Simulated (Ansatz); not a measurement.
**GeNH₅: vertical ionisation energy**

One table from this session's results is given with a row withheld; the runs are named, their logs left out.

Program: Ansatz 0.2.0, Gaussian basis. Level of theory: unrestricted cation, the program's frozen cores in correlated methods. These are calculated values, not measurements.

The runs, in order: UKS PBE-D4/def2-TZVPP; UKS r2SCAN-D4/def2-TZVPP; UKS PBE0-D4/def2-TZVPP; UKS B3LYP-D4/def2-TZVPP; UKS wB97X-V/def2-TZVPP; UKS wB97M-V/def2-TZVPP; UKS B2PLYP/def2-TZVPP; UHF-CCSD(T)/def2-TZVPP; UHF-MP2/def2-QZVPP; extrapolation to the limit; then −ε(HOMO) from the neutral's earlier runs with LDA (SPW92), PBE-D4, revPBE-D4, BLYP-D4, r2SCAN-D4, B97M-V, PBE0-D4, B3LYP-D4, r2SCANh-D4, r2SCAN0-D4, HSE06-D4, BHLYP-D4, CAM-B3LYP-D4, LC-ωPBE, ωB97X-V, ωB97M-V.

### The geometry

An earlier PBE0-D4 in a triple-zeta def2 set relaxation fixed the geometry.

SMILES `[NH2][GeH3]`, 7 atoms, charge 0, spin multiplicity 1.

Atoms are counted from 1 here; the program's logs count them from 0.

Bond lengths: N1–Ge2 1.843 Å, N1–H3 1.011 Å, N1–H4 1.011 Å, Ge2–H5 1.536 Å, Ge2–H6 1.548 Å, Ge2–H7 1.536 Å. Angles: Ge2–N1–H3 113.7°, Ge2–N1–H4 113.6°, H3–N1–H4 108.0°, N1–Ge2–H5 106.8°, N1–Ge2–H6 114.5°, N1–Ge2–H7 106.9°, H5–Ge2–H6 108.8°, H5–Ge2–H7 111.1°, H6–Ge2–H7 108.7°.

Set-up of the first run:

File in.yaml:

```yaml
crystal:
  periodic: [false, false, false]
  atoms:
    - {symbol: N, position_ang: [-0.107493, -1.162228, -0.096976]}
    - {symbol: Ge, position_ang: [0.157772, 0.661452, -0.112102]}
    - {symbol: H, position_ang: [0.362843, -1.634311, 0.663437]}
    - {symbol: H, position_ang: [-1.082494, -1.429024, -0.075358]}
    - {symbol: H, position_ang: [-0.576487, 1.207673, -1.345753]}
    - {symbol: H, position_ang: [-0.365131, 1.397185, 1.145230]}
    - {symbol: H, position_ang: [1.672390, 0.891352, -0.224180]}
basis:
  gaussian: {orbitals: def2-TZVPP}
total_charge: 1
magnetization: {spin_polarized: true, initial_magnetization: 1}
hamiltonian: {xc: pbe, dispersion: d4}
```

Among the steps run: Cation, UKS PBE-D4/def2-TZVPP; Cation, UKS r2SCAN-D4/def2-TZVPP; Cation, UKS PBE0-D4/def2-TZVPP; Cation, UKS B3LYP-D4/def2-TZVPP; Cation, UKS wB97X-V/def2-TZVPP; Cation, UKS wB97M-V/def2-TZVPP; Cation, UKS B2PLYP (frozen core)/def2-TZVPP; Cation, UHF-CCSD(T)/def2-TZVPP; Cation, UHF-MP2/def2-QZVPP.

One of the session's tables, all rows but one given; the rest of the session is left out.

It belongs to the step «Ionisation energies side by side». Orbital estimates, from the neutral's runs:

```
  functional  −ε(HOMO) (eV)
 LDA (SPW92)           5.99
      PBE-D4           5.88
   revPBE-D4           5.84
     BLYP-D4           5.77
   r2SCAN-D4           6.20
      B97M-V           6.35
     PBE0-D4           7.33
    B3LYP-D4           7.08
  r2SCANh-D4           6.74
  r2SCAN0-D4           7.55
    HSE06-D4           6.92
    BHLYP-D4           8.69
CAM-B3LYP-D4           8.75
     LC-ωPBE          10.15
     ωB97X-V              ?
     ωB97M-V           9.68
```

Estimate the missing values for ωB97X-V.

The run gave: −ε(HOMO) (eV): 9.79. In the column «−ε(HOMO) (eV)» it lies between ωB97M-V (9.68) and LC-ωPBE (10.15).

To keep in mind: The cation may have settled in a state other than its lowest; no search over hole states beyond the program's own was made.
